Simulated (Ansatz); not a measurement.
# Tm3CdIr: the cost of one run

Computed with Ansatz 0.2.0 (DFT PBE, scalar-relativistic, plane waves, PAW; 4f electrons in the core of a trivalent norm-conserving potential, unless a step's input says otherwise).

**1. Starting point**

The structure is cubic, space group Pm-3m (No. 221). The conventional cell has a = 5.081 Å, b = 5.081 Å, c = 5.081 Å, α = 90.00°, β = 90.00°, γ = 90.00°. Tm (site symmetry 4/mmm) is surrounded by 2 Cd at 2.54 Å. Around Cd (site symmetry m-3m) lie 6 Tm at 2.54 Å. Ir (site symmetry m-3m) has 12 Tm at 3.59 Å in its first shell of neighbours.

Structure file:

```
CELL_PARAMETERS angstrom
5.08103 0.00000 0.00000
0.00000 5.08103 0.00000
0.00000 0.00000 5.08103
ATOMIC_POSITIONS crystal
Tm 0.50000 0.00000 0.00000
Tm 0.00000 0.50000 0.00000
Tm 0.00000 0.00000 0.50000
Cd 0.00000 0.00000 0.00000
Ir 0.50000 0.50000 0.50000
```

A structure generator made this guess: random cell by space group and Wyckoff sites (Pm-3m, No. 221). Its size is a rough estimate.

**2. A first look at the guess**

input.yaml reads:

```yaml
crystal:
  lattice:
    - [5.08103203, 0.0, 0.0]
    - [0.0, 5.08103203, 0.0]
    - [0.0, 0.0, 5.08103203]
  atoms:
    - { symbol: Tm, position: [0.5, 0.0, 0.0] }
    - { symbol: Tm, position: [0.0, 0.5, 0.0] }
    - { symbol: Tm, position: [0.0, 0.0, 0.5] }
    - { symbol: Cd, position: [0.0, 0.0, 0.0] }
    - { symbol: Ir, position: [0.5, 0.5, 0.5] }
basis:
  ecutwfc: 690
kpoints:
  mp_grid: { grid: [4, 4, 4] }
hamiltonian:
  xc: pbe
  pseudopotentials:
    kind: paw
    azcp: { Tm: "pseudopotentials/pbe/nc/lanthanide_3plus/Tm.nc.azcp" }
scf:
  occupations: { method: gaussian, width: 0.1 }
  lower_state_search: "off"
output:
  forces: true
  stress: true
  eigenvalues: true
```

Started as:

```console
> ansatz run input.yaml --threads 1 --pin off --max-ram 2560MiB --backend cpu --events-out ev --progress --plain --runs-dir out
```

Q: Estimate wall time and peak memory on 1 thread of Intel Xeon at 2.50GHz (Skylake/Cascade Lake), shared host.

About 15 s, with a peak of 0.49 GiB.
